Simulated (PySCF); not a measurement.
# C2H6Cd (CdMe2): the cost of one run

Programs: PySCF 2.14.0, with routines of our own; each step states its level. All values are computed. Atoms count from 0.

4 further runs of the same task are left out: 4 for a known fault of the program.

## 1. The system as given

9 atoms, charge 0, multiplicity 1; geometry from: GFN2-xTB.

## 2. Optimising the geometry at PBE0-D3(BJ)/def2-SVP

The job: settings as JSON, then the geometry in Å.

```
{"job": {"xc": "PBE0", "basis": "def2-SVP", "d3": "d3bj", "grid": 1, "maxiter": 30, "shake": 0.03, "kind": "geom"}, "charge": 0, "multiplicity": 1}
Cd     0.084430    -0.058740     0.012410
C     -0.019390    -0.027960     2.206140
H     -0.498590     0.894780     2.586890
H      1.105030    -0.103280     2.607170
H     -0.601300    -0.875520     2.547490
C     -0.006640     0.031160    -2.219610
H     -0.989550     0.009830    -2.589170
H      0.554500    -0.851140    -2.620550
H      0.504250     0.911440    -2.556420
```

Run with:

```bash
$ OMP_NUM_THREADS=1 python heavy_run.py task.json out
```

The driver reads the jobs from task.json and runs them one after another.

**Question.** How long does this first job take on 1 thread of Arm Neoverse V2, shared host, and how much memory does it need?

About 14 s, with a peak of 0.35 GiB.
